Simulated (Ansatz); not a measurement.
**C4H14Al2Cl2N2: how energies converge with the basis set**

An exercise on one series of results from a longer session: the logs are not shown, and one member is left open.

Program: Ansatz 0.2.0, Gaussian basis. Level of theory: one geometry, several basis sets. These are calculated values, not measurements.

Plan: PBE0-D4/def2-SVP; ωB97M-V/def2-SVP; PBE0-D4/def2-QZVPP; ωB97M-V/def2-QZVPP; the functionals' def2-TZVPP values are taken from earlier runs.

## The relaxed structure

All runs share one geometry, relaxed beforehand with PBE0-D4 in a triple-zeta def2 set.

SMILES `C[N+]1(C)[Al@H-]([Cl])[N+](C)(C)[Al@@H-]1[Cl]`, 24 atoms, charge 0, spin multiplicity 1.

Atoms are counted from 1 here; the program's logs count them from 0.

Bond lengths: C1–N2 1.472 Å, C1–H11 1.090 Å, C1–H12 1.094 Å, C1–H13 1.094 Å, N2–C3 1.470 Å, N2–Al4 1.952 Å, N2–Al9 1.952 Å, C3–H14 1.095 Å, C3–H15 1.095 Å, C3–H16 1.091 Å, Al4–Cl5 2.123 Å, Al4–N6 1.952 Å, Al4–H17 1.581 Å, N6–C7 1.472 Å, N6–C8 1.470 Å, N6–Al9 1.952 Å, C7–H18 1.090 Å, C7–H19 1.094 Å and more. Angles: N2–C1–H11 110.9°, N2–C1–H12 110.6°, N2–C1–H13 110.6°, H11–C1–H12 107.9°, H11–C1–H13 107.9°, H12–C1–H13 108.9°, C1–N2–C3 109.6°, C1–N2–Al4 114.7°, C1–N2–Al9 114.7°, C3–N2–Al4 113.8°, C3–N2–Al9 113.7°, Al4–N2–Al9 89.3°, N2–C3–H14 110.8°, N2–C3–H15 110.8°, N2–C3–H16 110.4°, H14–C3–H15 108.1°, H14–C3–H16 108.3°, H15–C3–H16 108.4° and more.

As a file:

```
atom    x (Å)    y (Å)    z (Å)
  C1  -0.0041  -1.8217  -1.5485
  N2   0.0876  -1.3604  -0.1536
  C3   0.2546  -2.5171   0.7380
 Al4  -1.3353  -0.1424   0.3967
 Cl5  -2.8679  -0.0089  -1.0660
  N6  -0.0763   1.3440   0.2644
  C7  -0.2473   2.1893  -0.9285
  C8  -0.0310   2.1901   1.4656
 Al9   1.3909   0.0612   0.1503
Cl10   2.6013   0.3988  -1.5606
 H11  -0.1287  -0.9792  -2.2289
 H12  -0.8618  -2.4882  -1.6772
 H13   0.9058  -2.3560  -1.8372
 H14   1.1658  -3.0710   0.4889
 H15  -0.5948  -3.2023   0.6482
 H16   0.3242  -2.1907   1.7762
 H17  -1.7450  -0.3997   1.9022
 H18  -0.2836   1.5821  -1.8330
 H19  -1.1801   2.7573  -0.8666
 H20   0.5875   2.8894  -1.0262
 H21   0.8035   2.8970   1.4113
 H22   0.0959   1.5771   2.3586
 H23  -0.9570   2.7650   1.5708
 H24   2.0959  -0.1134   1.5550
```

The first run:

in.yaml reads:

```yaml
crystal:
  periodic: [false, false, false]
  atoms:
    - {symbol: C, position_ang: [-0.004066, -1.821683, -1.548493]}
    - {symbol: N, position_ang: [0.087621, -1.360405, -0.153599]}
    - {symbol: C, position_ang: [0.254612, -2.517130, 0.737982]}
    - {symbol: Al, position_ang: [-1.335315, -0.142356, 0.396737]}
    - {symbol: Cl, position_ang: [-2.867857, -0.008917, -1.066022]}
    - {symbol: N, position_ang: [-0.076333, 1.343959, 0.264405]}
    - {symbol: C, position_ang: [-0.247301, 2.189304, -0.928522]}
    - {symbol: C, position_ang: [-0.031010, 2.190084, 1.465585]}
    - {symbol: Al, position_ang: [1.390857, 0.061169, 0.150278]}
    - {symbol: Cl, position_ang: [2.601315, 0.398768, -1.560568]}
    - {symbol: H, position_ang: [-0.128682, -0.979222, -2.228867]}
    - {symbol: H, position_ang: [-0.861836, -2.488233, -1.677201]}
    - {symbol: H, position_ang: [0.905783, -2.355980, -1.837162]}
    - {symbol: H, position_ang: [1.165788, -3.070975, 0.488913]}
    - {symbol: H, position_ang: [-0.594769, -3.202345, 0.648250]}
    - {symbol: H, position_ang: [0.324222, -2.190719, 1.776221]}
    - {symbol: H, position_ang: [-1.745011, -0.399701, 1.902247]}
    - {symbol: H, position_ang: [-0.283584, 1.582057, -1.833019]}
    - {symbol: H, position_ang: [-1.180145, 2.757277, -0.866563]}
    - {symbol: H, position_ang: [0.587512, 2.889425, -1.026198]}
    - {symbol: H, position_ang: [0.803486, 2.896976, 1.411298]}
    - {symbol: H, position_ang: [0.095852, 1.577078, 2.358589]}
    - {symbol: H, position_ang: [-0.957012, 2.764956, 1.570756]}
    - {symbol: H, position_ang: [2.095874, -0.113358, 1.554962]}
basis:
  gaussian: {orbitals: def2-SVP}
hamiltonian: {xc: pbe0, dispersion: d4}
output: {orbitals: {seedname: orbitals}}
```

Run with:

```sh
$ ansatz run in.yaml --threads 4 --pin off --events-out ev --progress --plain --max-ram 41984MiB --backend cpu
```

Steps of the session up to this table: PBE0-D4 in def2-SVP; ωB97M-V in def2-SVP; PBE0-D4 in def2-QZVPP; ωB97M-V in def2-QZVPP.

One of the session's tables, all rows but one given; the rest of the session is left out.

It belongs to the step «Functionals by basis». 

```
functional       basis  HOMO (eV)  LUMO (eV)
   PBE0-D4    def2-SVP      -7.87       0.43
   PBE0-D4  def2-TZVPP          ?          ?
   PBE0-D4  def2-QZVPP      -7.95      -0.13
   ωB97M-V    def2-SVP     -10.08       2.10
   ωB97M-V  def2-TZVPP     -10.17       1.62
   ωB97M-V  def2-QZVPP     -10.19       1.04
```

**Question.** Estimate the row for PBE0-D4, def2-TZVPP.

As computed: HOMO (eV): -7.93; LUMO (eV): 0.10. In the column «HOMO (eV)» it lies between PBE0-D4, def2-QZVPP (-7.95) and PBE0-D4, def2-SVP (-7.87).
